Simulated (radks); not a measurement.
**Ga²⁺ in [Ar] 3d10 4s0.5 4f0.5: an all-electron calculation**

The task here is to estimate one member of a computed series from the others.

The numbers are computed with radks (a radial shooting solver on a logarithmic mesh, Libxc functionals) version 1 (Dirac Kohn-Sham, PBE, spin-unpolarised, spherical densities, point nucleus; open shells fill j = l - 1/2 first), except any that are marked as measured or tabulated.

## What is computed

```
element       : gallium (Z = 31)
charge        : +2
electrons     : 29
configuration : [Ar] 3d10 4s0.5 4f0.5
```

The first run:

Settings of this run:

```text
Z 31
configuration [Ar] 3d10 4s0.5 4f0.5
relativity Dirac
functional pbe,pbe
spin unpolarised
j_filling energy
nucleus point
c 137.035999084
```

Started as:

```console
python run_ks.py task.json out
```

The same process makes all the runs of this session.

One table of the session follows, with a row left open; its other results are not shown here.

It belongs to the step «Radial structure». From the orbitals of this run (lengths in bohr):

| level | <r> | outermost maximum (interpolated) | 90 % within | nodes |
| --- | --- | --- | --- | --- |
| 1s1/2 | ? | ? | ? | ? |
| 2s1/2 | 0.2176 | 0.182 | 0.337 | 1 |
| 2p1/2 | 0.1883 | 0.144 | 0.308 | 0 |
| 2p3/2 | 0.1918 | 0.147 | 0.313 | 0 |
| 3s1/2 | 0.6518 | 0.565 | 0.977 | 2 |
| 3p1/2 | 0.6717 | 0.562 | 1.04 | 1 |
| 3p3/2 | 0.6824 | 0.570 | 1.05 | 1 |
| 3d3/2 | 0.7896 | 0.532 | 1.35 | 0 |
| 3d5/2 | 0.7951 | 0.535 | 1.36 | 0 |
| 4s1/2 | 2.026 | 1.75 | 2.99 | 3 |
| 4f5/2 | 6.544 | 6.00 | 9.41 | 0 |
| 4f7/2 | 6.544 | 6.00 | 9.41 | 0 |

Q: Estimate the row for 1s1/2 from the others.

The run gave: <r>: 0.04860; outermost maximum (interpolated): 0.0318; 90 % within: 0.0868; nodes: 0. In the column «<r>» it is the lowest.
